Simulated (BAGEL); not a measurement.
**A workflow on AlSiH5O2 (SMILES O[SiH2][O][AlH2])**

Wanted: the energy (HF/cc-pVDZ), then a single-point energy (NEVPT2(2,2)/cc-pVDZ) of AlSiH5O2. 

The results are computed with BAGEL 1.2.2.

2 further runs of the same task are left out: 2 set aside as unsound or not needed.

## Step 1: The structure to begin with

The species is AlSiH5O2 (9 atoms), meant as a singlet with charge 0. SMILES: `O[SiH2][O][AlH2]`. One bond was lengthened or shortened from a relaxed shape.

Bond lengths: O1–Si2 1.642 Å, Si2–O3 1.619 Å, O3–Al4 1.683 Å, O1–H5 0.958 Å, Si2–H6 1.480 Å, Si2–H7 1.264 Å, Al4–H8 1.580 Å, Al4–H9 1.579 Å. Some angles: O1–Si2–O3 112.5°, Si2–O3–Al4 173.6°, O1–Si2–H6 104.7°, O1–Si2–H7 110.2°, O3–Si2–H6 110.1°, O3–Si2–H7 107.6°, Si2–O1–H5 117.9°, O3–Al4–H8 117.8°, O3–Al4–H9 118.1°, H6–Si2–H7 111.8°.

## Step 2: A single-point energy at HF/cc-pVDZ (density fitting with svp-jkfit) (run 1)

job.json

```json
{ "bagel": [

{
  "title": "molecule",
  "basis": "cc-pvdz.json",
  "df_basis": "svp-jkfit",
  "angstrom": true,
  "geometry": [
    { "atom": "O", "xyz": [      -0.871630,       1.884619,      -0.696144 ] },
    { "atom": "Si", "xyz": [       0.096470,       1.251919,       0.468956 ] },
    { "atom": "O", "xyz": [       0.174270,      -0.363681,       0.399756 ] },
    { "atom": "Al", "xyz": [       0.249170,      -2.025281,       0.141456 ] },
    { "atom": "H", "xyz": [      -1.817330,       1.761019,      -0.608844 ] },
    { "atom": "H", "xyz": [       1.429570,       1.838019,       0.207056 ] },
    { "atom": "H", "xyz": [      -0.337300,       1.564900,       1.614200 ] },
    { "atom": "H", "xyz": [      -1.036030,      -2.740481,      -0.434744 ] },
    { "atom": "H", "xyz": [       1.589070,      -2.775381,       0.507456 ] }
  ]
},

{
  "title": "hf"
},

{
  "title": "print",
  "file": "orbitals.molden",
  "orbitals": true
}

]}
```

The basis set cc-pVDZ is read from a file made from the Basis Set Exchange's data (not shown).

Run with:

```
$ BAGEL_NUM_THREADS=1 BAGEL job.json > job.out
```

Log:

```text
* using 1 threads per process

  ===============================================================
  ===============================================================

  *** Geometry ***

  { "atom" : "O", "xyz" : [     -1.647142,      3.561414,     -1.315522 ] },
  { "atom" : "Si", "xyz" : [      0.182302,      2.365784,      0.886198 ] },
  { "atom" : "O", "xyz" : [      0.329323,     -0.687257,      0.755429 ] },
  { "atom" : "Al", "xyz" : [      0.470863,     -3.827226,      0.267313 ] },
  { "atom" : "H", "xyz" : [     -3.434256,      3.327844,     -1.150548 ] },
  { "atom" : "H", "xyz" : [      2.701496,      3.473353,      0.391279 ] },
  { "atom" : "H", "xyz" : [     -0.637405,      2.957232,      3.050396 ] },
  { "atom" : "H", "xyz" : [     -1.957813,     -5.178759,     -0.821547 ] },
  { "atom" : "H", "xyz" : [      3.002907,     -5.244710,      0.958953 ] },

  Number of auxiliary basis functions:      500

  Since a DF basis is specified, we compute 2- and 3-index integrals:
    o Being stored without compression. Storage requirement is 0.032 GB

  Number of basis functions:       89
  Number of electrons      :       48

    * METHOD: MOLECULE                             0.27

  *** RHF ***

  === Nuclear Repulsion ===
   210.6226843489

      * DIIS with orbital gradients will be used.

  === RHF iteration (cc-pvdz.json) ===
      0       -683.25356099          0.01862899           0.08
      1       -683.44509646          0.01426158           0.08
      2       -683.59414919          0.00129755           0.09
      3       -683.59564687          0.00055394           0.08
      4       -683.59589219          0.00011044           0.08
      5       -683.59590345          0.00002324           0.08
      6       -683.59590402          0.00000685           0.08
      7       -683.59590409          0.00000170           0.08
      8       -683.59590410          0.00000048           0.08
      9       -683.59590410          0.00000022           0.08
     10       -683.59590410          0.00000005           0.08
     11       -683.59590410          0.00000002           0.09
     12       -683.59590410          0.00000001           0.09
    * SCF iteration converged.

    * Permanent dipole moment:
           (    0.484663,     0.351852,    -0.339398) a.u.

    * METHOD: HF                                   1.26

    * METHOD: PRINT                                0.02

  ===============================================================
```

Run time: 1.7 s. Hardware: 1 thread of Arm Neoverse V1, shared host; peak memory 0.14 GiB.

## Step 3: A single-point energy at NEVPT2(2,2)/cc-pVDZ (density fitting with svp-jkfit) (run 2)

calc.json

```json
{ "bagel": [

{
  "title": "molecule",
  "basis": "cc-pvdz.json",
  "df_basis": "svp-jkfit",
  "angstrom": true,
  "geometry": [
    { "atom": "O", "xyz": [      -0.871630,       1.884619,      -0.696144 ] },
    { "atom": "Si", "xyz": [       0.096470,       1.251919,       0.468956 ] },
    { "atom": "O", "xyz": [       0.174270,      -0.363681,       0.399756 ] },
    { "atom": "Al", "xyz": [       0.249170,      -2.025281,       0.141456 ] },
    { "atom": "H", "xyz": [      -1.817330,       1.761019,      -0.608844 ] },
    { "atom": "H", "xyz": [       1.429570,       1.838019,       0.207056 ] },
    { "atom": "H", "xyz": [      -0.337300,       1.564900,       1.614200 ] },
    { "atom": "H", "xyz": [      -1.036030,      -2.740481,      -0.434744 ] },
    { "atom": "H", "xyz": [       1.589070,      -2.775381,       0.507456 ] }
  ]
},

{
  "title": "hf"
},

{
  "title": "nevpt2",
  "nstate": 1,
  "nact": 2,
  "nclosed": 23,
  "active": [17, 34],
  "maxiter": 200,
  "natocc": true,
  "ncore": 12
},

{
  "title": "print",
  "file": "orbitals.molden",
  "orbitals": true
}

]}
```

The basis set cc-pVDZ is read from a file made from the Basis Set Exchange's data (not shown).

Run with:

```
$ BAGEL_NUM_THREADS=1 BAGEL calc.json > calc.out
```

Log:

```text
* using 1 threads per process

  ===============================================================
  ===============================================================

  *** Geometry ***

  { "atom" : "O", "xyz" : [     -1.647142,      3.561414,     -1.315522 ] },
  { "atom" : "Si", "xyz" : [      0.182302,      2.365784,      0.886198 ] },
  { "atom" : "O", "xyz" : [      0.329323,     -0.687257,      0.755429 ] },
  { "atom" : "Al", "xyz" : [      0.470863,     -3.827226,      0.267313 ] },
  { "atom" : "H", "xyz" : [     -3.434256,      3.327844,     -1.150548 ] },
  { "atom" : "H", "xyz" : [      2.701496,      3.473353,      0.391279 ] },
  { "atom" : "H", "xyz" : [     -0.637405,      2.957232,      3.050396 ] },
  { "atom" : "H", "xyz" : [     -1.957813,     -5.178759,     -0.821547 ] },
  { "atom" : "H", "xyz" : [      3.002907,     -5.244710,      0.958953 ] },

  Number of auxiliary basis functions:      500

  Since a DF basis is specified, we compute 2- and 3-index integrals:
    o Being stored without compression. Storage requirement is 0.032 GB

  Number of basis functions:       89
  Number of electrons      :       48

    * METHOD: MOLECULE                             0.28

  *** RHF ***

  === Nuclear Repulsion ===
   210.6226843489

      * DIIS with orbital gradients will be used.

  === RHF iteration (cc-pvdz.json) ===
      0       -683.25356099          0.01862899           0.09
      1       -683.44509646          0.01426158           0.09
      2       -683.59414919          0.00129755           0.09
      3       -683.59564687          0.00055394           0.08
      4       -683.59589219          0.00011044           0.09
      5       -683.59590345          0.00002324           0.08
      6       -683.59590402          0.00000685           0.08
      7       -683.59590409          0.00000170           0.08
      8       -683.59590410          0.00000048           0.08
      9       -683.59590410          0.00000022           0.08
     10       -683.59590410          0.00000005           0.08
     11       -683.59590410          0.00000002           0.08
     12       -683.59590410          0.00000001           0.08
    * SCF iteration converged.

    * Permanent dipole moment:
           (    0.484663,     0.351852,    -0.339398) a.u.

    * METHOD: HF                                   1.29

    * freezing 12 orbitals
  ---------------------------
      CASSCF calculation
  ---------------------------

    ==== Active orbitals : =====
         Orbital 17
         Orbital 34
    ============================

    * nstate   :      1
    * nclosed  :     23
    * nact     :      2
    * nvirt    :     64
  === CASSCF iteration (cc-pvdz.json) ===

    * Using the second-order algorithm

      0  0      -683.59605501     3.37e-05      0.03

      1  0      -683.60077489     4.01e-04      0.34

      2  0      -683.60477478     6.27e-04      0.49

      3  0      -683.60589018     1.05e-04      0.54

      4  0      -683.60589985     1.73e-05      0.53

      5  0      -683.60589998     3.47e-06      0.58

      6  0      -683.60589998     6.56e-07      0.58

      7  0      -683.60589998     1.21e-07      0.53

      8  0      -683.60589998     2.19e-08      0.50

      9  0      -683.60589998     3.98e-09      0.46

    * Second-order optimization converged. *

     guess   0:   closed 1.                   open ..

  === FCI iteration ===

      0  0      -683.59584706     7.03e-02      0.00
      1  0      -683.60589659     9.69e-04      0.00
      2  0 *    -683.60589998     1.68e-15      0.00

     * ci vector, state   0, <S^2> = 0.0000
       2.     0.9974556182
       .2    -0.0712901791

  === DF-NEVPT2 calculation ===

    * 3-index integral transformation done
    * assembly done

      NEVPT2 correlation energy:   -0.5181775659      0.19

          (+0)     -0.4814974089
          (+0)'    -0.0018981601
          (+1)     -0.0083505800
          (+1)'    -0.0000000000
          (+2)     -0.0001431535
          (-1)     -0.0143738683
          (-1)'     0.0000000000
          (-2)     -0.0119143951

      NEVPT2 total energy:       -684.1240775501

    * METHOD: NEVPT2                               5.13

    * METHOD: PRINT                                0.02

  ===============================================================
```

Run time: 6.9 s. Hardware: 1 thread of Arm Neoverse V1, shared host; peak memory 0.14 GiB.

## Step 4: Results

| quantity | value |
| --- | --- |
| run 1, HF/cc-pVDZ: total energy | -683.59590 Eh |
| run 1, HF/cc-pVDZ: dipole moment | 1.75 D |
| run 1, HF/cc-pVDZ: HOMO energy | -11.51 eV |
| run 1, HF/cc-pVDZ: LUMO energy | 1.56 eV |
| run 1, HF/cc-pVDZ: HOMO–LUMO gap | 13.07 eV |
| run 2, NEVPT2(2,2)/cc-pVDZ: total energy | -684.12408 Eh |
